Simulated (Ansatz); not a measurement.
**AsH₂F (singlet): from Hartree-Fock to the top rungs, cc-pVDZ**

An exercise on one series of results from a longer session: the logs are not shown, and one member is left open.

The runs use Ansatz 0.2.0, Gaussian basis; cc-pVDZ, core rule «outside noble gas», up to 15 orbitals frozen.

Plan: UHF; CCSD(T) on RHF; BCCD(T) on RHF; CISD; CCSDT(Q) on RHF.

27 further runs of the same task are left out: 10 for a known fault of the program, 8 that didn't finish, 9 set aside as unsound or not needed.

**The geometry**

The geometry is a PBE0/def2-TZVP stationary point (not a proven minimum). No spin-orbit coupling is included. The filled d shell of As may be among the frozen orbitals whatever the setting's name suggests; the logs give the count.

4 atoms, charge 0, spin multiplicity 1.

Atoms are counted from 1 here; the program's logs count them from 0.

Bond lengths: F1–As2 1.753 Å, As2–H3 1.531 Å, As2–H4 1.531 Å. Angles: F1–As2–H3 95.5°, F1–As2–H4 95.5°, H3–As2–H4 90.8°.

Coordinates:

```xyz
4
AsFH2
F    -0.05169    0.00000    1.40786
As    0.04042    0.00000   -0.34237
H    -1.01496   -1.09018   -0.54393
H    -1.01494    1.09020   -0.54392
```

Set-up of the first run:

File in.yaml:

```yaml
crystal:
  periodic: [false, false, false]
  atoms:
    - {symbol: F, position_ang: [-0.051694, 0.000000, 1.407864]}
    - {symbol: As, position_ang: [0.040417, 0.000000, -0.342367]}
    - {symbol: H, position_ang: [-1.014957, -1.090185, -0.543926]}
    - {symbol: H, position_ang: [-1.014945, 1.090196, -0.543925]}
basis:
  gaussian: {orbitals: cc-pVDZ}
magnetization: {spin_polarized: true, initial_magnetization: 0}
hamiltonian: {xc: hf}
output: {orbitals: {seedname: orbitals}}
```

Started as:

```sh
$ ansatz run in.yaml --threads 1 --pin off --events-out ev --progress --plain --max-ram 2393MiB
```

Among the steps run: UHF; CCSD(T) on RHF; BCCD(T) on RHF; CISD; CCSDT(Q) on RHF.

One of the session's tables, all rows but one given; the rest of the session is left out.

It belongs to the step «Misses and costs». 

| method | from RCCSDT(Q) (meV) |
| --- | --- |
| RHF | ? |
| RMP2 | +829.5 |
| RCCSD | +200.9 |
| RCCSD(T) | +35.2 |
| BCCD(T) | +32.1 |
| RCCSDT | +18.6 |
| RCCSDT(Q) | 0 |

**Question.** Estimate the row for RHF.

The run gave: from RCCSDT(Q) (meV): +9026.7. In the column «from RCCSDT(Q) (meV)» it is the highest.

Not comparable, so not listed: CISD (they don't share determinant, frozen orbitals or solution with the rows shown, or repeat one).

With the free atoms at the same levels and basis (separate runs), the atomisation energy is 9.164 eV at RCCSDT(Q), 9.140 eV at RCCSD(T), 6.204 eV at RHF.
